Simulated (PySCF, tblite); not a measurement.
# CH5B2BrO: geometry, infrared bands, NMR shifts and spin-spin couplings

Wanted: the infrared bands, NMR shifts and spin-spin couplings of CH5B2BrO (`CBOBBr`), by calculation.

Computed with tblite 0.8.0 and PySCF 2.14.0, with density-fitted response routines of our own, on a single molecule in the gas phase. Atoms are numbered from 0 throughout.

## Step 1: Starting geometry

10 atoms, charge 0, multiplicity 1; geometry from: force field or distance geometry start.

Bonds of the start (Å): C0–B1 1.57, B1–O2 1.48, O2–B3 1.47, B3–Br4 1.99, C0–H5 1.12, C0–H6 1.11, C0–H7 1.11, B1–H8 1.18, B3–H9 1.18.

## Step 2: Optimising the geometry with GFN2-xTB

Job settings and geometry (Å):

```
{"job": {"kind": "relax", "xc": "GFN2-xTB", "basis": "xTB"}, "charge": 0, "multiplicity": 1}
C     -1.410300     0.486500     0.157300
B     -0.419000    -0.713500     0.391900
O      0.838400    -0.515300     1.151000
B      1.857800    -0.244500     0.131100
Br     2.321200     1.627900    -0.357100
H     -2.397400     0.261300     0.636400
H     -1.002200     1.424600     0.589800
H     -1.563100     0.633400    -0.927800
H     -0.707600    -1.808000     0.044600
H      2.490900    -1.147600    -0.294400
```

The run is started by

```bash
> OMP_NUM_THREADS=1 python probes_run.py task.json out
```

The driver reads the jobs from task.json and runs them one after another.

**Question.** This job is followed by: GFN2-xTB harmonic vibrations, gas phase; GIAO PBE0/pcSseg-1 NMR shielding, non-relativistic, gas phase; B3LYP/pcJ-1 Br:pcSseg-1 indirect spin-spin coupling, non-relativistic, gas phase. What will the session give for the following? strongest single infrared mode (GFN2-xTB); zero-point energy (GFN2-xTB); ¹³C shifts against TMS (PBE0/pcSseg-1); ¹H shifts against TMS (PBE0/pcSseg-1, means over atoms taken as alike); ¹¹B shifts against BF3·OEt2 (PBE0/pcSseg-1); ¹⁷O shifts against H2O (PBE0/pcSseg-1); ⁷⁹Br shifts against HBr (PBE0/pcSseg-1); surface potential, 1st and 99th percentile; largest coupling of the table (B3LYP/pcSseg-1+pcJ-1).

As calculated:

| quantity | value |
| --- | --- |
| strongest single infrared mode (GFN2-xTB) | 1580 cm⁻¹, 622 km/mol |
| zero-point energy (GFN2-xTB) | 41.9 kcal/mol |
| ¹³C shifts against TMS (PBE0/pcSseg-1) | 11.0 ppm |
| ¹H shifts against TMS (PBE0/pcSseg-1, means over atoms taken as alike) | 5.94, 5.68, 0.71 ppm |
| ¹¹B shifts against BF3·OEt2 (PBE0/pcSseg-1) | 46.0, 34.7 ppm |
| ¹⁷O shifts against H2O (PBE0/pcSseg-1) | 315.6 ppm |
| ⁷⁹Br shifts against HBr (PBE0/pcSseg-1) | 351 ppm |
| surface potential, 1st and 99th percentile | -0.53 V and 1.30 V |
| largest coupling of the table (B3LYP/pcSseg-1+pcJ-1) | ¹J(B,H) B3–H9, 197.3 Hz |

What this shows: The optimisation took 116 steps and gained 1.726 eV; among the close pairs (by a distance rule), O2–B3 changed most, from 1.467 to 1.290 Å. No mode is imaginary among the 24: a minimum at this level. The strongest single mode, at 1580 cm⁻¹, moves mainly O2. Unscaled tight-binding wavenumbers are off by several per cent, some by more. Its intensities can rank the bands wrongly. At PBE0/pcSseg-1: Shielding is most anisotropic at Br4 (span 951 ppm, paramagnetic term -854 ppm). By nearest atom (PBE0/pcSseg-1), the HOMO sits on Br4 89 %; H9 6 % and the LUMO on B3 51 %; H9 16 %. In the run at B3LYP/pcSseg-1+pcJ-1, the largest coupling of the table is B3–H9, 197.3 Hz, of which the Fermi-contact term gives 196.4 Hz. Couplings across rotatable bonds belong to this one conformer; where others are populated, the observed values are averages. Spin-orbit coupling is left out, which matters for shieldings and couplings at and beside the heavy atoms.
